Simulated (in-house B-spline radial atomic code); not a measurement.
# Br¹¹⁺: density, ELF and screening along the radius

Aim: the shell structure of Br¹¹⁺ in the radial density, the electron localisation function and the screened nuclear charge, under several settings.

Program: in-house B-spline radial atomic code version 1. Level of theory: several methods, spin-polarised, as named in each step; spherical all-electron atom at the radial basis limit. These are calculated values, not measurements, unless marked.

## Step 1: The system

* element: bromine (Z = 35)
* charge: +11
* electrons: 24
* configuration: [Ar] 3d6
* nucleus: point (non-relativistic runs) or finite (X2C runs)

Outer shells as boxes (Hund's rule):

[Ar] 3d6
```
[Ar] core
3d [↑↓][↑ ][↑ ][↑ ][↑ ]
```

Where spins are not typed, each open shell is filled with up spins first.

## Step 2: LDA (PW92), X2C, [Ar] 3d6

Settings, as recorded:

```ini
Z = 35
electrons = 24.0
configuration = [Ar] 3d6
hamiltonian = x2c
method = lda,pw
spin_polarised = True
nucleus = fermi
rms_radius = 4.1629
mass_number = 79
atomic_mass = 78.918337574
speed_of_light = 137.035999084
```

Launch:

```console
$ python run_scf.py task.json out
```

task.json lists these runs, among others, and the program works through them in turn.

Results of the run (chosen fields of its result record, rounded):

```text
status: converged
scf [iteration, energy, orbital gradient]:
  - [1, -2524.34289657, 1.56]
  - [2, -2546.91819606, 0.863]
  - [3, -2552.23328443, 0.252]
  - [4, -2552.76080532, 0.0699]
  - [5, -2552.79442356, 0.0334]
  - [6, -2552.80493787, 0.00108]
  - [7, -2552.80494605, 1.54e-05]
  - [8, -2552.80494606, 6.34e-07]
  - [9, -2552.80494606, 3.66e-08]
energy [hartree]: {"total": -2552.80494605, "kinetic": 2618.20503816, "nuclear": -5920.43360386, "coulomb": 829.565463096, "xc": -80.1418434481}
orbitals [hartree, bohr; first row names the columns]:
  - ["name", "occ", "eps", "<r>", "<r^2>", "<1/r>", "r_max"]
  - ["1s up", 1.0, -498.58706, 0.04239, 0.0024313, 36.443, 0.02747]
  - ["1s down", 1.0, -498.58323, 0.042389, 0.0024312, 36.443, 0.02747]
  - ["2s up", 1.0, -74.217525, 0.18937, 0.042328, 8.0306, 0.15943]
  - ["2s down", 1.0, -74.012954, 0.18909, 0.042204, 8.0444, 0.15928]
  - ["2p up", 3.0, -66.778888, 0.16532, 0.033451, 7.7403, 0.12733]
  - ["2p down", 3.0, -66.621638, 0.16501, 0.033318, 7.7524, 0.12718]
  - ["3s up", 1.0, -18.352207, 0.52632, 0.31681, 2.7598, 0.47351]
  - ["3s down", 1.0, -18.073133, 0.52858, 0.31959, 2.7436, 0.47452]
  - ["3p up", 3.0, -15.972516, 0.52777, 0.32323, 2.6138, 0.46613]
  - ["3p down", 3.0, -15.693741, 0.53071, 0.32693, 2.5962, 0.46745]
  - ["3d up", 5.0, -12.106589, 0.5075, 0.30667, 2.4096, 0.40105]
  - ["3d down", 1.0, -11.802817, 0.51258, 0.31346, 2.3915, 0.40342]
sum_r [bohr^k]: {"-1": 171.0113, "1": 8.734672, "2": 4.723364}
radius_at_0.001 [bohr]: 1.597
radius_enclosing_fraction [bohr]: {"0.5": 0.3302, "0.9": 0.7091, "0.99": 1.059}
slater [hartree]:
  F0(3p up,3p up): 1.7061
  F2(3p up,3p up): 0.86011
  F0(3p up,3p down): 1.7015
  F2(3p up,3p down): 0.85785
  F0(3p up,3d up): 1.735
  F2(3p up,3d up): 0.84297
  G1(3p up,3d up): 0.98577
  G3(3p up,3d up): 0.62767
  F0(3p up,3d down): 1.7273
  F2(3p up,3d down): 0.83905
  F0(3p down,3p down): 1.6968
  F2(3p down,3p down): 0.85563
  F0(3p down,3d up): 1.7301
  F2(3p down,3d up): 0.84035
  F0(3p down,3d down): 1.7225
  F2(3p down,3d down): 0.8365
  G1(3p down,3d down): 0.98167
  G3(3p down,3d down): 0.6235
  F0(3d up,3d up): 1.7905
  F2(3d up,3d up): 0.88824
  F4(3d up,3d up): 0.56574
  F0(3d up,3d down): 1.7819
  F2(3d up,3d down): 0.8826
  F4(3d up,3d down): 0.56183
  F0(3d down,3d down): 1.7734
  F2(3d down,3d down): 0.8771
  F4(3d down,3d down): 0.55803
```

Wall time 0.23 s (1 thread, shared host).

radius_at_0.001 is where the density falls to 0.001 electrons per bohr³.

The record's radial tables, every 2nd point:

| r (bohr) | 4πr²n (1/bohr) | ELF | screened charge r·V (e) | reduced gradient s | 4πr²(n↑−n↓) |
| --- | --- | --- | --- | --- | --- |
| 0.00450 | 7.093 | 0.9995 | 34.24 | 0.5595 | -0.0004347 |
| 0.00635 | 11.77 | 0.9993 | 33.93 | 0.5279 | -0.0007191 |
| 0.00896 | 18.60 | 0.9988 | 33.51 | 0.5203 | -0.001130 |
| 0.0126 | 27.30 | 0.9975 | 32.95 | 0.5361 | -0.001645 |
| 0.0178 | 36.52 | 0.9930 | 32.20 | 0.5784 | -0.002165 |
| 0.0252 | 42.76 | 0.9712 | 31.22 | 0.6509 | -0.002354 |
| 0.0355 | 42.50 | 0.8462 | 30.00 | 0.7367 | -0.001001 |
| 0.0501 | 37.39 | 0.4565 | 28.50 | 0.7248 | 0.008624 |
| 0.0707 | 36.59 | 0.3066 | 26.64 | 0.4470 | 0.06186 |
| 0.0997 | 45.76 | 0.5930 | 24.39 | 0.2930 | 0.3002 |
| 0.141 | 51.10 | 0.7950 | 21.85 | 0.4328 | 1.129 |
| 0.198 | 38.13 | 0.5936 | 19.30 | 0.6520 | 3.119 |
| 0.280 | 25.69 | 0.2369 | 16.70 | 0.4411 | 6.257 |
| 0.395 | 30.00 | 0.6328 | 14.13 | 0.2525 | 8.182 |
| 0.557 | 25.62 | 0.8027 | 12.13 | 0.5546 | 6.249 |
| 0.786 | 9.406 | 0.6084 | 11.22 | 1.220 | 2.416 |
| 1.11 | 1.202 | 0.1024 | 11.02 | 3.321 | 0.3769 |
| 1.56 | 0.04286 | 0.001463 | 11.00 | 13.01 | 0.01737 |

## Step 3: revTPSS, X2C, [Ar] 3d6

Settings: those of step 2 with these lines changed.

```diff
@@ -4,3 +4,3 @@
 hamiltonian = x2c
-method = lda,pw
+method = revtpss,revtpss
 spin_polarised = True
```

Result record:

```text
status: converged
iterations: 8
energy [hartree]: {"total": -2556.06637411, "kinetic": 2622.49055682, "nuclear": -5924.76196673, "coulomb": 829.657373431, "xc": -83.452337627}
orbitals [hartree, bohr; first row names the columns]:
  - ["name", "occ", "eps", "<r>"]
  - ["1s up", 1.0, -500.2031, 0.042304]
  - ["1s down", 1.0, -500.2017, 0.042304]
  - ["2s up", 1.0, -74.437438, 0.18893]
  - ["2s down", 1.0, -74.274773, 0.18857]
  - ["2p up", 3.0, -66.819192, 0.16526]
  - ["2p down", 3.0, -66.683362, 0.16491]
  - ["3s up", 1.0, -18.463934, 0.52511]
  - ["3s down", 1.0, -18.168122, 0.52748]
  - ["3p up", 3.0, -16.0208, 0.52743]
  - ["3p down", 3.0, -15.716354, 0.53072]
  - ["3d up", 5.0, -12.099957, 0.50781]
  - ["3d down", 1.0, -11.758984, 0.51373]
sum_r [bohr^k]: {"-1": 171.1425, "1": 8.732453, "2": 4.718645}
```

Wall time 0.49 s (1 thread, shared host).

Meta-GGA runs start from a PBE run whose iterations are not counted.

Fields along the radius, from the same record (one point in 4):

| r (bohr) | 4πr²n (1/bohr) | ELF | screened charge r·V (e) | reduced gradient s | 4πr²(n↑−n↓) |
| --- | --- | --- | --- | --- | --- |
| 0.00450 | 7.122 | 0.9995 | 34.24 | 0.5589 | -0.0005609 |
| 0.00896 | 18.67 | 0.9988 | 33.51 | 0.5201 | -0.001447 |
| 0.0178 | 36.63 | 0.9931 | 32.20 | 0.5787 | -0.002662 |
| 0.0355 | 42.52 | 0.8466 | 30.00 | 0.7386 | -0.0007726 |
| 0.0707 | 36.51 | 0.3046 | 26.64 | 0.4457 | 0.06361 |
| 0.141 | 51.19 | 0.7967 | 21.85 | 0.4333 | 1.123 |
| 0.280 | 25.56 | 0.2339 | 16.70 | 0.4404 | 6.241 |
| 0.557 | 25.69 | 0.8033 | 12.13 | 0.5558 | 6.274 |
| 1.11 | 1.188 | 0.09960 | 11.02 | 3.337 | 0.3714 |

## Step 4: PBE, X2C, [Ar] 3d5 4p1

Settings: those of step 3 with these lines changed.

```diff
@@ -2,5 +2,5 @@
 electrons = 24.0
-configuration = [Ar] 3d6
+configuration = [Ar] 3d5 4p1
 hamiltonian = x2c
-method = revtpss,revtpss
+method = pbe,pbe
 spin_polarised = True
```

Result record:

```text
status: converged
iterations: 9
energy [hartree]: {"total": -2550.99374008, "kinetic": 2617.72569354, "nuclear": -5898.04080576, "coulomb": 812.228600903, "xc": -82.9072287671}
orbitals [hartree, bohr; first row names the columns]:
  - ["name", "occ", "eps", "<r>"]
  - ["1s up", 1.0, -500.23603, 0.042335]
  - ["1s down", 1.0, -500.22696, 0.042334]
  - ["2s up", 1.0, -75.233767, 0.18907]
  - ["2s down", 1.0, -74.965146, 0.18865]
  - ["2p up", 3.0, -67.714315, 0.16522]
  - ["2p down", 3.0, -67.509646, 0.16476]
  - ["3s up", 1.0, -19.050751, 0.52051]
  - ["3s down", 1.0, -18.65518, 0.52322]
  - ["3p up", 3.0, -16.646659, 0.52101]
  - ["3p down", 3.0, -16.246761, 0.52454]
  - ["3d up", 5.0, -12.797767, 0.49727]
  - ["4p up", 1.0, -6.8758109, 1.2056]
sum_r [bohr^k]: {"-1": 170.3795, "1": 9.324664, "2": 5.917544}
```

Wall time 0.32 s (1 thread, shared host).

The record's radial tables, every 4th point:

| r (bohr) | 4πr²n (1/bohr) | ELF | screened charge r·V (e) | reduced gradient s | 4πr²(n↑−n↓) |
| --- | --- | --- | --- | --- | --- |
| 0.00555 | 9.746 | 0.9994 | 34.07 | 0.5375 | -0.0008267 |
| 0.0119 | 25.84 | 0.9978 | 33.06 | 0.5319 | -0.001214 |
| 0.0253 | 42.89 | 0.9702 | 31.22 | 0.6520 | 0.009667 |
| 0.0540 | 36.57 | 0.3811 | 28.17 | 0.6827 | 0.1087 |
| 0.115 | 50.05 | 0.7228 | 23.46 | 0.3298 | 0.8475 |
| 0.246 | 27.30 | 0.2771 | 17.91 | 0.6338 | 6.614 |
| 0.525 | 26.43 | 0.8094 | 12.75 | 0.5139 | 8.705 |
| 1.12 | 2.039 | 0.1006 | 11.14 | 1.530 | 1.537 |
| 2.39 | 0.02645 | 0.01711 | 11.00 | 12.30 | 0.02644 |

## Step 5: r2SCAN, non-rel., [Ne] 3s2 3p5 3d7

Settings, as recorded:

```ini
Z = 35
electrons = 24.0
configuration = [Ne] 3s2 3p5 3d7
hamiltonian = nr
method = r2scan
spin_polarised = True
```

Result record:

```text
status: converged
iterations: 8
energy [hartree]: {"total": -2520.5397054, "kinetic": 2519.44071223, "nuclear": -5778.42961125, "coulomb": 820.631215569, "xc": -82.1820219416}
orbitals [hartree, bohr; first row names the columns]:
  - ["name", "occ", "eps", "<r>"]
  - ["1s up", 1.0, -492.96293, 0.043694]
  - ["1s down", 1.0, -492.91366, 0.04369]
  - ["2s up", 1.0, -72.937885, 0.19332]
  - ["2s down", 1.0, -72.722854, 0.19296]
  - ["2p up", 3.0, -66.740057, 0.16695]
  - ["2p down", 3.0, -66.551847, 0.16664]
  - ["3s up", 1.0, -18.262689, 0.53408]
  - ["3s down", 1.0, -17.879016, 0.53757]
  - ["3p up", 3.0, -16.0517, 0.53109]
  - ["3p down", 2.0, -15.657258, 0.53542]
  - ["3d up", 5.0, -12.184051, 0.50811]
  - ["3d down", 2.0, -11.774988, 0.51394]
sum_r [bohr^k]: {"-1": 165.098, "1": 8.778636, "2": 4.758878}
```

It took 0.32 s on 1 thread, shared host.

The record's radial tables, every 4th point:

| r (bohr) | 4πr²n (1/bohr) | ELF | screened charge r·V (e) | reduced gradient s | 4πr²(n↑−n↓) |
| --- | --- | --- | --- | --- | --- |
| 0.00452 | 5.538 | 0.9995 | 34.26 | 0.4059 | -0.00001 |
| 0.00900 | 16.06 | 0.9989 | 33.55 | 0.4490 | 0.0009610 |
| 0.0179 | 34.30 | 0.9939 | 32.24 | 0.5432 | 0.01383 |
| 0.0357 | 42.21 | 0.8691 | 30.05 | 0.7222 | 0.1229 |
| 0.0712 | 35.67 | 0.2956 | 26.68 | 0.4668 | 0.5893 |
| 0.142 | 50.70 | 0.7889 | 21.86 | 0.4168 | 1.292 |
| 0.283 | 26.45 | 0.2483 | 16.63 | 0.4480 | 5.326 |
| 0.563 | 25.05 | 0.7760 | 12.10 | 0.5624 | 6.643 |
| 1.12 | 1.157 | 0.08600 | 11.02 | 3.365 | 0.3130 |

## Step 6: PBE, X2C, [Ar] 3d5 4d1

Settings, as recorded:

```ini
Z = 35
electrons = 24.0
configuration = [Ar] 3d5 4d1
hamiltonian = x2c
method = pbe,pbe
spin_polarised = True
nucleus = fermi
rms_radius = 4.1629
mass_number = 79
atomic_mass = 78.918337574
speed_of_light = 137.035999084
```

Result record:

```text
status: converged
iterations: 9
energy [hartree]: {"total": -2549.76137073, "kinetic": 2616.41995233, "nuclear": -5894.50698678, "coulomb": 811.157979972, "xc": -82.8323162527}
orbitals [hartree, bohr; first row names the columns]:
  - ["name", "occ", "eps", "<r>"]
  - ["1s up", 1.0, -500.32239, 0.042334]
  - ["1s down", 1.0, -500.32184, 0.042333]
  - ["2s up", 1.0, -75.274994, 0.18907]
  - ["2s down", 1.0, -75.000471, 0.18863]
  - ["2p up", 3.0, -67.7572, 0.16521]
  - ["2p down", 3.0, -67.552538, 0.16473]
  - ["3s up", 1.0, -19.089498, 0.52046]
  - ["3s down", 1.0, -18.697415, 0.52319]
  - ["3p up", 3.0, -16.685368, 0.52092]
  - ["3p down", 3.0, -16.289269, 0.52449]
  - ["3d up", 5.0, -12.8351, 0.49715]
  - ["4d up", 1.0, -5.6650554, 1.2895]
sum_r [bohr^k]: {"-1": 170.2786, "1": 9.407244, "2": 6.173238}
```

Run time: 0.3 s. Hardware: 1 thread, shared host.

The record's radial tables, every 4th point:

| r (bohr) | 4πr²n (1/bohr) | ELF | screened charge r·V (e) | reduced gradient s | 4πr²(n↑−n↓) |
| --- | --- | --- | --- | --- | --- |
| 0.00565 | 10.00 | 0.9994 | 34.05 | 0.5360 | -0.0009451 |
| 0.0121 | 26.29 | 0.9977 | 33.03 | 0.5331 | -0.002450 |
| 0.0260 | 43.11 | 0.9665 | 31.14 | 0.6592 | -0.003673 |
| 0.0559 | 36.17 | 0.3541 | 28.00 | 0.6610 | 0.02256 |
| 0.120 | 50.75 | 0.7478 | 23.16 | 0.3465 | 0.8625 |
| 0.257 | 26.27 | 0.2522 | 17.59 | 0.5816 | 7.391 |
| 0.552 | 24.52 | 0.8077 | 12.54 | 0.5738 | 7.944 |
| 1.19 | 1.529 | 0.04446 | 11.14 | 1.497 | 1.244 |
| 2.55 | 0.03268 | 0.002860 | 11.00 | 10.44 | 0.03268 |

## Step 7: Results

| run | total energy (hartree) | highest level (eV) | radius holding 50 / 90 / 99 % (bohr) | radius at n = 0.001 (bohr) | ELF minima on the full grid (bohr) |
| --- | --- | --- | --- | --- | --- |
| LDA (PW92), X2C, [Ar] 3d6 | -2552.8049 | -321.17 | 0.330 / 0.709 / 1.06 | 1.60 | 0.071, 0.28 |
| revTPSS, X2C, [Ar] 3d6 | -2556.0664 | -319.98 | 0.331 / 0.709 / 1.06 | 1.60 | 0.071, 0.28 |
| PBE, X2C, [Ar] 3d5 4p1 | -2550.9937 | -187.10 | 0.334 / 0.759 / 1.48 | 2.20 | 0.065, 0.30, 1.1 |
| r2SCAN, non-rel., [Ne] 3s2 3p5 3d7 | -2520.5397 | -320.41 | 0.330 / 0.712 / 1.06 | 1.60 | 0.071, 0.28 |
| PBE, X2C, [Ar] 3d5 4d1 | -2549.7614 | -154.15 | 0.334 / 0.759 / 1.60 | 2.35 | 0.068, 0.26, 1.2 |

What this shows: In the first run ELF has 2 minima on the grid, which mark the borders between shells. On the record's full grid the screened charge (r times the electrostatic potential) falls from 34.9 near the nucleus to 11.00 at 1.9 bohr; far out it tends to the net charge, 11. The radius that holds 99 % of the electrons runs from 1.06 bohr (revTPSS, X2C, [Ar] 3d6) to 1.60 bohr (PBE, X2C, [Ar] 3d5 4d1). The grid is coarse (about 19 % a step), so the places of minima are rough. For X2C runs ELF uses the non-relativistic kinetic energy density, and the fields carry no picture-change correction.
